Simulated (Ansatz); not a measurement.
# MgBr (SMILES [Mg][Br]) at UMP2/aug-cc-pVTZ

What is the energy change on altering one bond length of MgBr at UMP2/aug-cc-pVTZ? 

The calculation is run with Ansatz 0.2.0.

18 further runs of the same task are left out: 18 set aside as unsound or not needed. Runs told in other sessions of the task aren't counted.

### Step 1. The structure to begin with

The species is MgBr (2 atoms), meant as a doublet with charge 0. As SMILES, `[Mg][Br]`. The coordinates come from a PBE0-D4/def2-TZVP relaxation.

Bond lengths: Mg1–Br2 2.369 Å.

### Step 2. The energy at UMP2/aug-cc-pVTZ

run.yaml

```yaml
crystal:
  periodic: [false, false, false]
  atoms:
    - {symbol: Mg, position_ang: [-0.994600, 0.306400, -0.519100]}
    - {symbol: Br, position_ang: [1.024100, -0.366500, 0.523200]}
basis:
  gaussian:
    orbitals: aug-cc-pVTZ
correlation:
  method: mp2
  frozen_orbitals: {Br: 9, Mg: 1}
accuracy: high
magnetization:
  spin_polarized: true
  initial_magnetization: 1
```

On the command line:

```
$ ansatz run run.yaml --threads 1 --pin off --max-ram 2610MiB --events-out events.jsonl --progress --plain --runs-dir runs
```

The program printed:

```text
Warning: RAYON_NUM_THREADS=1 ignored (pool sized by the plan → 1); use --threads N
Functional definition: HF
  name "HF"
  exchange = exact_x
  correlation = 0
1358 factors; integrals over basis functions are off by at most 4.3e-9 eV
mean field evaluation 1: about -75432.9970 eV, gradient 8.6e0 eV
mean field evaluation 2: about -75433.0504 eV, gradient 8.8e0 eV
mean field evaluation 4: about -75433.9889 eV, gradient 1.5e0 eV
mean field evaluation 8: about -75434.0710 eV, gradient 2.5e-1 eV
mean field evaluation 16: about -75434.0729 eV, gradient 1.1e-6 eV
mean field -75434.07292111 eV, -2772.1510487997 hartree, gradient 7.0e-8 eV, S^2 0.751311; 0 other end points of the search recorded, 0 dependent functions left out
10 core orbitals not correlated: weight in the atoms' cores, before any rotation towards them, 1.000 or more for the frozen orbitals, at most 0.000 for the correlated occupied ones
reference -75434.07292111 eV, -2772.1510487997 hartree; 14, 13 occupied and 85, 86 virtual orbitals, 1358 factors
second order -7.36175226 eV of doubles, -0.00000000 eV of singles
Total energy: -75441.43467337 eV, -2772.4215882053 hartree
```

It took 5.1 s on 1 thread of Arm Neoverse V1, shared host; peak memory 0.29 GiB.

### Step 3. The distorted shape

run.yaml

```yaml
basis:
  gaussian:
    orbitals: aug-cc-pVTZ
crystal:
  periodic: [false, false, false]
  atoms:
    - {symbol: Mg, position_ang: [-2.609539, 0.844713, -1.352929]}
    - {symbol: Br, position_ang: [1.024100, -0.366500, 0.523200]}
total_charge: 0
magnetization:
  spin_polarized: true
  initial_magnetization: 1
correlation:
  method: mp2
  frozen_orbitals: {Br: 9, Mg: 1}
accuracy: high
```

On the command line:

```
$ ansatz run run.yaml --threads 1 --pin off --max-ram 2610MiB --events-out events.jsonl --progress --plain --runs-dir runs
```

The program printed:

```text
Warning: RAYON_NUM_THREADS=1 ignored (pool sized by the plan → 1); use --threads N
[... 4 set-up lines as earlier in the session ...]
1337 factors; integrals over basis functions are off by at most 4.8e-9 eV
mean field evaluation 1: about -75429.7348 eV, gradient 1.2e1 eV
mean field evaluation 2: about -75429.7447 eV, gradient 1.2e1 eV
mean field evaluation 4: about -75431.1120 eV, gradient 1.3e0 eV
mean field evaluation 8: about -75431.2004 eV, gradient 3.8e-1 eV
mean field evaluation 16: about -75431.5792 eV, gradient 4.2e-1 eV
mean field evaluation 32: about -75430.1194 eV, gradient 1.0e1 eV
mean field evaluation 64: about -75431.6062 eV, gradient 7.4e-3 eV
mean field evaluation 96: about -75431.6005 eV, gradient 5.1e-2 eV
mean field evaluation 128: about -75431.5710 eV, gradient 4.9e-1 eV
mean field evaluation 160: about -75431.6056 eV, gradient 5.7e-2 eV
mean field evaluation 192: about -75431.1353 eV, gradient 9.5e-1 eV
mean field evaluation 224: about -75431.2175 eV, gradient 3.9e-1 eV
mean field evaluation 256: about -75431.2409 eV, gradient 9.2e-1 eV
mean field evaluation 288: about -75431.1686 eV, gradient 5.8e-1 eV
mean field -75431.60618812 eV, -2772.0603980342 hartree, gradient 2.7e-8 eV, S^2 0.856058; 13 other end points of the search recorded, 0 dependent functions left out
10 core orbitals not correlated: weight in the atoms' cores, before any rotation towards them, 1.000 or more for the frozen orbitals, at most 0.000 for the correlated occupied ones
reference -75431.60618812 eV, -2772.0603980342 hartree; 14, 13 occupied and 85, 86 virtual orbitals, 1337 factors
second order -6.72426408 eV of doubles, -0.00000000 eV of singles
Total energy: -75438.33045219 eV, -2772.3075101812 hartree
```

Run time: 56 s. Hardware: 1 thread of Arm Neoverse V1, shared host; peak memory 0.37 GiB.

### Step 4. Outcome

At UMP2/aug-cc-pVTZ, 10 core orbitals frozen:

| quantity | value |
| --- | --- |
| first shape: total energy | -2772.42159 Eh |
| first shape: correlation energy (10 core orbitals frozen) | -270.5 mEh |
| first shape: ⟨S²⟩ of the reference determinant | 0.751 |
| distorted shape: total energy | -2772.30751 Eh |
| distorted shape: correlation energy (10 core orbitals frozen) | -247.1 mEh |
| distorted shape: ⟨S²⟩ of the reference determinant | 0.856 |
| energy change with the Mg1–Br2 bond stretched from 2.369 to 4.265 Å | 3.104 eV |

**Reading.** With the Mg1–Br2 bond stretched from 2.369 to 4.265 Å the energy rises by 3.10 eV (72 kcal/mol). The first shape isn't relaxed at this level, so the change isn't measured from a minimum. ⟨S²⟩ (distorted shape) is 0.86 where a pure doublet has 0.75: the reference is spin-contaminated.
